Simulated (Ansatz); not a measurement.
# C₂H₄BN (SMILES B#CNC): single points off equilibrium

One table from this session's results is given with a row withheld; the runs are named, their logs left out.

Method: single points in def2-TZVPP; program: Ansatz 0.2.0, Gaussian basis.

Cores are frozen in the correlated methods.

### The starting structure

SMILES `B#CNC`, 8 atoms, charge 0, spin multiplicity 1.

Atoms are counted from 1 here; the program's logs count them from 0.

Bond lengths: B1–C2 1.593 Å, C2–N3 1.281 Å, N3–C4 1.462 Å, N3–H5 1.074 Å, C4–H6 1.108 Å, C4–H7 1.115 Å, C4–H8 1.116 Å. Angles: B1–C2–N3 137.7°, C2–N3–C4 120.1°, C2–N3–H5 120.5°, C4–N3–H5 118.9°, N3–C4–H6 103.8°, N3–C4–H7 105.7°, N3–C4–H8 116.4°, H6–C4–H7 108.5°, H6–C4–H8 109.7°, H7–C4–H8 112.1°.

As a file:

```mol
C2H4BN
  3D, bonds by distance, orders not assigned

  8  7  0  0  0  0  0  0  0  0999 V2000
    2.7225   -0.2096    0.1664 B   0  0
    1.2939   -0.5135   -0.4686 C   0  0
    0.1820    0.1007   -0.6380 N   0  0
   -0.8919   -0.0414    0.3440 C   0  0
    0.0698    0.8170   -1.4303 H   0  0
   -0.6728    0.7482    1.0901 H   0  0
   -0.7332   -1.0356    0.8235 H   0  0
   -1.9331    0.0797   -0.0380 H   0  0
  1  2  8  0
  2  3  8  0
  3  4  8  0
  3  5  8  0
  4  6  8  0
  4  7  8  0
  4  8  8  0
M  END
```

Set-up of the first run:

Contents of run/in.yaml:

```yaml
crystal:
  periodic: [false, false, false]
  atoms:
    - {symbol: B, position_ang: [2.722521, -0.209587, 0.166431]}
    - {symbol: C, position_ang: [1.293854, -0.513511, -0.468616]}
    - {symbol: N, position_ang: [0.182008, 0.100688, -0.638027]}
    - {symbol: C, position_ang: [-0.891905, -0.041386, 0.343990]}
    - {symbol: H, position_ang: [0.069849, 0.816990, -1.430334]}
    - {symbol: H, position_ang: [-0.672810, 0.748192, 1.090061]}
    - {symbol: H, position_ang: [-0.733210, -1.035648, 0.823534]}
    - {symbol: H, position_ang: [-1.933060, 0.079704, -0.037990]}
basis:
  gaussian: {orbitals: def2-TZVPP}
hamiltonian: {xc: pbe, dispersion: d4}
output: {forces: true}
```

Command:

```console
ansatz run in.yaml --threads 2 --pin off --events-out ev --progress --plain --max-ram 3481MiB
```

Steps of the session up to this table: PBE-D4/def2-TZVPP; r2SCAN-D4/def2-TZVPP; PBE0-D4/def2-TZVPP; wB97M-V/def2-TZVPP; CCSD(T)/def2-TZVPP.

One of the session's tables, all rows but one given; the rest of the session is left out.

| method | RMS force component (eV/Å) | angle to CCSD(T) forces (°) | dipole (D) |
| --- | --- | --- | --- |
| PBE-D4 | ? | ? | ? |
| r2SCAN-D4 | 1.049 | 10.7 | 5.12 |
| PBE0-D4 | 1.023 | 15.1 | 5.16 |
| wB97M-V | 1.042 | 15.4 | 5.26 |
| CCSD(T) | 1.069 | reference | 5.16 |

Estimate the missing values for PBE-D4.

The run gave: RMS force component (eV/Å): 1.008; angle to CCSD(T) forces (°): 12.2; dipole (D): 5.03. In the column «RMS force component (eV/Å)» it is the lowest.
